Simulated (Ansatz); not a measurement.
# Si3As: from a guess to a relaxed structure, part 2 of 2

The task: take a trial cell of Si3As to zero force and stress.

Ansatz 0.2.0; DFT PBE, scalar-relativistic, plane waves, PAW.

### Step 4. Final relaxation

The end of the coarse run is made exact in the group found at a tolerance of 0.06 Å and reduced to its primitive cell.

Contents of input.yaml:

```yaml
crystal:
  lattice:
    - [4.0577092374, 0.0, 0.0]
    - [0.0, 4.0577092374, 0.0]
    - [0.0, 0.0, 4.0577092374]
  atoms:
    - { symbol: Si, position: [0.0, 0.5, 0.5] }
    - { symbol: Si, position: [0.5, 0.0, 0.5] }
    - { symbol: Si, position: [0.5, 0.5, 0.0] }
    - { symbol: As, position: [0.0, 0.0, 0.0] }
basis:
  ecutwfc: 420
kpoints:
  mp_grid: { grid: [12, 12, 12] }
hamiltonian:
  xc: pbe
scf:
  occupations: { method: gaussian, width: 0.1 }
output:
  forces: true
  stress: true
  eigenvalues: true
relax:
  adjacent_minimum: "off"
  f_tol: 0.01
  max_steps: 80
  cell: { stress_tol: 0.05 }
```

The run is started by

```bash
> ansatz run input.yaml --threads 1 --pin off --max-ram 2560MiB --backend cpu --events-out ev --progress --plain --runs-dir out
```

Standard output:

```text
Warning: RAYON_NUM_THREADS=1 ignored (pool sized by the plan → 1); use --threads N
Engine: ansatz 0.2.0, x86_64-unknown-linux-gnu
Pseudopotentials: kind: paw
Pseudopotential: Si, paw, valence charge 4, recommended cutoff 420 eV (normal), Si.paw.azcp
Pseudopotential: As, paw, valence charge 15, recommended cutoff 420 eV (normal), As.paw.azcp
Functional definition: PBE
  parameter kappa = 0.804
  parameter beta = 0.06672455060314922
  exchange = pbe_x(kappa = kappa, mu = beta*pi^2/3)
  correlation = pbe_c(beta = beta)
Crystal: 4 atoms, lattice volume = 66.810 Å³
Basis set: ecut = 420 eV, 1309 PW (Γ), exchange–correlation on 60×60×60 points (8 copies of the dense FFT grid, shifted against one another)
Bands: 18, of which v1, the nominal top of the filled ones, is band 14 counted from 1 (13 counted from 0)
Symmetry: 48 space group operations
Space group: Pm-3m (ITA 221), of the structure as read, at distance tolerance 4.1e-5 Å
k-points: 84 of 1728
Non-local potential: Si, projectors of the file, l = 0: 2, l = 1: 2, l = 2: 2
Non-local potential: As, projectors of the file, l = 0: 2, l = 1: 2, l = 2: 3, l = 3: 1
PAW form: soft (Blöchl's): semilocal exchange-correlation on the pseudo side does not see the compensation charge
PAW one-centre angular grid: Si, 110 points (default); XC on 64 Gauss nodes
PAW one-centre angular grid: As, 590 points (default); XC on 64 Gauss nodes
Initial density: superposition of atomic densities (neutral atoms: chi_scale 0, normalization atom), corrected by the library's trained network
Initial wavefunctions: pseudopotential atomic-orbital guess
Functional: x = pbe(κ = 0.804, μ = 0.2195149727645171), c = pbe(β = 0.06672455060314922)
SCF iter   1: F=—  HF=-6761.158812 eV  |F-HF|=—  |Δ(HF+E_count)|=         —  Δρ=1.20e-3  dr2=9.63e-4  ethr=1.77e-3  ⟨swp⟩=5.8  Hψ=7857  notcnv=0
preconditioner: auto → Kerker (q_TF=auto, 2.346 Å⁻¹)  [metal: Δε(μ)=0.005 eV  Ē_g=7.909 eV  σ=0.100 eV  W_gap=0.03  n_scr=18 (ndim 8)  ℏωp=18.7 eV  f_vac=0.000  D(μ)=2.62/eV (n_scr^D=18)]
SCF iter   2: F=—  HF=-6761.158904 eV  |F-HF|=—  |Δ(HF+E_count)|=   9.22e-5  Δρ=6.67e-4  dr2=3.17e-4  ethr=3.57e-6  ⟨swp⟩=2.0  Hψ=2921  notcnv=0
SCF iter   3: F=—  HF=-6761.159037 eV  |F-HF|=—  |Δ(HF+E_count)|=   1.33e-4  Δρ=1.39e-4  dr2=1.48e-5  ethr=1.18e-6  ⟨swp⟩=2.0  Hψ=2609  notcnv=0  defer=1
SCF iter   4: F=—  HF=-6761.159028 eV  |F-HF|=—  |Δ(HF+E_count)|=   9.18e-6  Δρ=6.76e-5  dr2=3.34e-6  ethr=5.47e-8  ⟨swp⟩=2.0  Hψ=2560  notcnv=0  defer=1
SCF iter   5: F=—  HF=-6761.159026 eV  |F-HF|=—  |Δ(HF+E_count)|=   1.06e-6  Δρ=1.74e-5  dr2=1.55e-7  ethr=1.24e-8  ⟨swp⟩=2.0  Hψ=2578  notcnv=0  defer=1
SCF iter   6: F=-6761.159026 eV  HF=-6761.159026 eV  |F-HF|=2.88e-10  |Δ(HF+E_count)|=   2.64e-7  Δρ=3.59e-6  dr2=7.82e-9  ethr=3.70e-10  ⟨swp⟩=5.3  Hψ=6008  notcnv=0
SCF 1 converged in 6 iterations: F = -6761.159026 eV  dr2 = 7.82e-9
relax step   1: F+E_penalty+E_count = -6761.15902621 eV  Δ(F+E_penalty+E_count) = +0.000e0 eV  max|allowed force component| = 5.177e-31 eV/Å  Δτ_max = 0.0000 Å  P = -2.075 GPa  Ω = 66.810 Å³  (6 SCF iters, dr2 threshold 1.00e-7 eV, accepted)
Crystal: 4 atoms, lattice volume = 64.451 Å³
Basis set: ecut = 420 eV, 1237 PW (Γ), exchange–correlation on 60×60×60 points (8 copies of the dense FFT grid, shifted against one another)
Initial density: handed on by an earlier stage of this run
Initial wavefunctions: those handed on with the density
iter 1 solved again at ethr=8.15e-6 eV; its pass at ethr=3.10e-3 eV (dr2=2.20e-3 eV) is discarded
SCF iter   1: F=—  HF=-6761.172044 eV  |F-HF|=—  |Δ(HF+E_count)|=         —  Δρ=1.29e-3  dr2=2.24e-3  ethr=8.15e-6  ⟨swp⟩=1.0  Hψ=9235  notcnv=0
preconditioner: auto → Kerker (q_TF=auto, 2.360 Å⁻¹)  [metal: Δε(μ)=0.021 eV  Ē_g=8.107 eV  σ=0.100 eV  W_gap=0.12  n_scr=18 (ndim 8)  ℏωp=19.1 eV  f_vac=0.000  D(μ)=2.55/eV (n_scr^D=18)]
SCF iter   2: F=—  HF=-6761.171540 eV  |F-HF|=—  |Δ(HF+E_count)|=   5.04e-4  Δρ=6.70e-4  dr2=5.88e-4  ethr=8.15e-6  ⟨swp⟩=1.2  Hψ=1559  notcnv=0
SCF iter   3: F=—  HF=-6761.171375 eV  |F-HF|=—  |Δ(HF+E_count)|=   1.65e-4  Δρ=1.49e-4  dr2=1.71e-5  ethr=2.18e-6  ⟨swp⟩=2.8  Hψ=2747  notcnv=0
SCF iter   4: F=—  HF=-6761.171375 eV  |F-HF|=—  |Δ(HF+E_count)|=   3.84e-8  Δρ=6.82e-5  dr2=2.95e-6  ethr=6.33e-8  ⟨swp⟩=2.0  Hψ=2590  notcnv=0
SCF iter   5: F=-6761.171374 eV  HF=-6761.171374 eV  |F-HF|=3.88e-8  |Δ(HF+E_count)|=   1.11e-6  Δρ=1.03e-5  dr2=8.39e-8  ethr=1.48e-9  ⟨swp⟩=3.0  Hψ=5849  notcnv=0
SCF 2 converged in 5 iterations: F = -6761.171374 eV  dr2 = 8.39e-8
relax step   2: F+E_penalty+E_count = -6761.17137425 eV  Δ(F+E_penalty+E_count) = -1.235e-2 eV  max|allowed force component| = 6.492e-31 eV/Å  Δτ_max = 0.0000 Å  P = +0.531 GPa  Ω = 64.451 Å³  energy of the carried Pulay correction = +3.600e-4 eV  (5 SCF iters, dr2 threshold 4.00e-7 eV, accepted)
Crystal: 4 atoms, lattice volume = 64.918 Å³
iter 1 solved again at ethr=3.36e-7 eV; its pass at ethr=3.10e-3 eV (dr2=9.07e-5 eV) is discarded
SCF iter   1: F=—  HF=-6761.172047 eV  |F-HF|=—  |Δ(HF+E_count)|=         —  Δρ=2.63e-4  dr2=9.50e-5  ethr=3.36e-7  ⟨swp⟩=2.0  Hψ=9126  notcnv=0
preconditioner: auto → Kerker (q_TF=auto, 2.357 Å⁻¹)  [metal: Δε(μ)=0.015 eV  Ē_g=8.065 eV  σ=0.100 eV  W_gap=0.08  n_scr=18 (ndim 8)  ℏωp=19.0 eV  f_vac=0.000  D(μ)=2.60/eV (n_scr^D=18)]
SCF iter   2: F=—  HF=-6761.172039 eV  |F-HF|=—  |Δ(HF+E_count)|=   8.28e-6  Δρ=1.34e-4  dr2=2.40e-5  ethr=3.36e-7  ⟨swp⟩=1.3  Hψ=1573  notcnv=0
SCF iter   3: F=—  HF=-6761.172032 eV  |F-HF|=—  |Δ(HF+E_count)|=   6.78e-6  Δρ=3.15e-5  dr2=8.22e-7  ethr=8.89e-8  ⟨swp⟩=2.8  Hψ=2757  notcnv=0
SCF iter   4: F=-6761.172031 eV  HF=-6761.172031 eV  |F-HF|=7.40e-8  |Δ(HF+E_count)|=   4.32e-7  Δρ=1.46e-5  dr2=1.31e-7  ethr=1.48e-9  ⟨swp⟩=5.1  Hψ=6854  notcnv=0
SCF 3 converged in 4 iterations: F = -6761.172031 eV  dr2 = 1.31e-7
relax step   3: F+E_penalty+E_count = -6761.17203133 eV  Δ(F+E_penalty+E_count) = -6.571e-4 eV  max|allowed force component| = 4.092e-30 eV/Å  Δτ_max = 0.0000 Å  P = -0.027 GPa  Ω = 64.918 Å³  energy of the carried Pulay correction = +2.877e-4 eV  (4 SCF iters, dr2 threshold 4.00e-7 eV, accepted)
Basis set: ecut = 420 eV, 1309 PW (Γ), exchange–correlation on 54×54×54 points (8 copies of the dense FFT grid, shifted against one another)
Initial wavefunctions: pseudopotential atomic-orbital guess (no wavefunctions were taken with the density)
iter 1 solved again at ethr=1.36e-8 eV; its pass at ethr=3.10e-3 eV (dr2=3.68e-6 eV) is discarded
SCF iter   1: F=—  HF=-6761.171785 eV  |F-HF|=—  |Δ(HF+E_count)|=         —  Δρ=1.93e-5  dr2=1.37e-7  ethr=1.36e-8  ⟨swp⟩=3.3  Hψ=12097  notcnv=0
SCF iter   2: F=—  HF=-6761.171769 eV  |F-HF|=—  |Δ(HF+E_count)|=   1.68e-5  Δρ=1.14e-5  dr2=5.80e-8  ethr=5.06e-10  ⟨swp⟩=2.0  Hψ=2655  notcnv=0
SCF iter   3: F=—  HF=-6761.171769 eV  |F-HF|=—  |Δ(HF+E_count)|=   3.51e-8  Δρ=3.69e-6  dr2=8.96e-9  ethr=2.15e-10  ⟨swp⟩=2.6  Hψ=2247  notcnv=0
SCF iter   4: F=—  HF=-6761.171769 eV  |F-HF|=—  |Δ(HF+E_count)|=  8.00e-10  Δρ=9.77e-7  dr2=7.28e-10  ethr=3.32e-11  ⟨swp⟩=2.3  Hψ=2572  notcnv=0
SCF iter   5: F=-6761.171769 eV  HF=-6761.171769 eV  |F-HF|=6.37e-12  |Δ(HF+E_count)|=  7.55e-11  Δρ=1.98e-7  dr2=1.37e-11  ethr=1.00e-12  ⟨swp⟩=3.0  Hψ=6358  notcnv=0
SCF 4 converged in 5 iterations: F = -6761.171769 eV  dr2 = 1.37e-11
relax step   4: F+E_penalty+E_count = -6761.17176865 eV  Δ(F+E_penalty+E_count) = +2.627e-4 eV  max|allowed force component| = 1.208e-30 eV/Å  Δτ_max = 0.0000 Å  P = -0.030 GPa  Ω = 64.918 Å³  stress off target by 3.01e-2 GPa  SCF on the basis re-selected at this cell (its energy is not comparable with the rows above)  (5 SCF iters)
basis re-selected at this cell: Δ(F+E_penalty+E_count) = +2.627e-4 eV, ΔP = -0.004 GPa vs the last step (what re-selecting the basis moved, of the pressure what is left beyond the Pulay correction that the steps carried, after the strain that the cell walked since its last selection, with what the two solves' SCF thresholds leave and, on support functions, any second-order correction that the steps lacked; it is no measure of the basis error at this ecutwfc). The dense FFT grid was sized anew with the basis: this SCF ran on 27×27×27 points, the steps before it on 30×30×30, so part of this shift can come from that change (see relax.cell in the input reference). This SCF's stress stands 3.01e-2 GPa from its target on what of the cell is left free (relax.cell.stress_tol is 5.00e-2 GPa) and its largest allowed force component is 1.21e-30 eV/Å (relax.f_tol is 1.00e-2 eV/Å): within both
SCF converged after 5 iterations
Free energy (F): -6761.171769 eV
Harris-Foulkes:  -6761.171769 eV  (|F-HF|=6.37e-12)
Internal energy: -6761.158782 eV  (E = F + TS)
E sigma→0 (E₀):  -6761.165275 eV
Entropy (-TS):   -0.012987 eV (-3.247 meV/atom)
Fermi energy:    10.836126 eV
--- Per-component energies (eV) ---
  E_band       = -168.174122
  E_kinetic    = 221.024135
  E_local      = -2014.603664  (includes V_loc(G=0)·N_el)
  E_nonlocal   = -593.823985
  E_hartree    = 1106.158571
  E_xc         = -246.266384
  E_vxc        = -221.235444  (∫ρ·V_xc dr)
  E_paw        = -3370.179548  (= ΣΔE_a)
  E_vpaw       = 228.147753  (= ΣTr[D̂ρ^β])
  E_aug_tail   = 0.000028  (compensation charges beyond the density's cutoff)
  E_ewald      = -1863.467935
  E_smearing   = -0.012987  (= −TS)
  E_closure    = 0.000000  (closes the sum)
  Σ components = -6761.171769   (vs F -6761.171769, Δ=0.00e0)
--- Forces (eV/Å), atoms counted from 1 ---
  atom   1  Si    -0.00000000     0.00000000    -0.00000000
  atom   2  Si    -0.00000000    -0.00000000    -0.00000000
  atom   3  Si    -0.00000000    -0.00000000    -0.00000000
  atom   4  As    -0.00000000    -0.00000000     0.00000000
  max |Σ_I F_I| component: 3.85e-30 eV/Å
--- Stress (GPa, compression-positive) ---
       -0.030130       0.000000       0.000000
        0.000000      -0.030130      -0.000000
        0.000000      -0.000000      -0.030130
  P = ⅓ Tr σ = -0.0301 GPa (-0.301 kbar)
--- Band table (eV; the first three rows and the last of 84) ---
  k-point 0: bands = ["-25.4169", "-25.4169", "-25.4168", "-25.4168", "-25.4168", "-3.7751", "3.5189", "5.4365", "5.4365", "5.4365", "6.2384", "6.2384", "12.6604", "12.6604", "12.6604", "13.5139", "13.5139", "13.5139"]
  k-point 1: bands = ["-25.4169", "-25.4168", "-25.4168", "-25.4168", "-25.4168", "-3.7171", "3.1992", "4.9592", "5.4960", "5.4960", "6.2910", "7.1832", "12.2356", "12.2982", "12.2982", "13.1123", "13.3258", "13.3258"]
  k-point 2: bands = ["-25.4169", "-25.4169", "-25.4169", "-25.4168", "-25.4166", "-3.5448", "2.3531", "4.7923", "5.6739", "5.6739", "6.4462", "8.6314", "11.3564", "11.3564", "11.3865", "12.2747", "13.3768", "13.3768"]
  k-point 83: bands = ["-25.4176", "-25.4176", "-25.4176", "-25.4148", "-25.4148", "-0.2571", "3.4392", "3.4392", "3.4392", "3.9260", "3.9260", "3.9260", "4.5313", "16.8317", "16.8317", "16.8317", "18.2062", "18.2062"]
--- Relaxed structure (3 steps of the walk, 3 accepted, 1 SCFs on fresh bases) ---
  F+E_penalty+E_count = -6761.17176865 eV   max|allowed force component| = 1.208e-30 eV/Å   (the final SCF, on the basis selected at the relaxed cell)
  cell:  # Å, volume = 64.9180 Å³
    - [4.019034666645939, -2.0061770254033706e-36, 1.2839532962581572e-34]
    - [-2.0061770254033706e-36, 4.019034666645939, 0.0]
    - [1.2839532962581572e-34, 0.0, 4.019034666645939]
  atoms:
    - { symbol: Si, position: [-7.910579720841824e-36, 0.5, 0.5] }
    - { symbol: Si, position: [0.5, -4.017091264477961e-37, 0.5] }
    - { symbol: Si, position: [0.5, 0.5, 3.2136730115925974e-36] }
    - { symbol: As, position: [-7.91057972084495e-36, 2.163049142413804e-37, 2.4720561627623283e-37] }
```

It took 8.4 s on 1 thread of AMD EPYC 9R45 (Zen 5), shared host; peak memory 0.46 GiB.

Step by step:

```csv
step,energy from step 1 (eV/cell),largest force component (eV/Å),pressure (GPa),volume (Å³)
1,0.0000,0.0000,-2.07,66.81
2,-0.0123,0.0000,0.53,64.45
3,-0.0130,0.0000,-0.03,64.92
4,-0.0127,0.0000,-0.03,64.92
```

Step 1 is the start. Step 4 repeats the geometry before it on a plane-wave basis chosen anew for that cell, so its energy need not be comparable with the rows above.

|  | before | after | change |
| --- | --- | --- | --- |
| a (Å) | 4.058 | 4.019 | -1.0 % |
| b (Å) | 4.058 | 4.019 | -1.0 % |
| c (Å) | 4.058 | 4.019 | -1.0 % |
| volume (Å³/atom) | 16.70 | 16.23 | -2.8 % |
| shortest distance (Å) | 2.869 | 2.842 | -1.0 % |
| space group (0.01 Å) | Pm-3m | Pm-3m | same |

Forces and stress were held to the start's 48 operations: a distortion of lower symmetry was not tested.

### Step 5. Summary of results

This closing draws on all 2 parts. Changes of volume or cell count from the first structure of part 1.

```
                              quantity                                                                      value
symmetry at the end (tolerance 0.05 Å)                                                space group Pm-3m (No. 221)
                     conventional cell  a = 4.019 Å, b = 4.019 Å, c = 4.019 Å, α = 90.00°, β = 90.00°, γ = 90.00°
                                volume                                                              16.23 Å³/atom
              energy over the elements                                                              +0.60 eV/atom
                       gap on the mesh                                                               none (metal)
```

What this shows: The space group Pm-3m (No. 221) is kept, and the volume per atom shrinks by 11.9 % from the first guess. With a positive formation energy it can't be a ground state. No finished test with a distortion of lower symmetry is shown, so the end may be a saddle point.
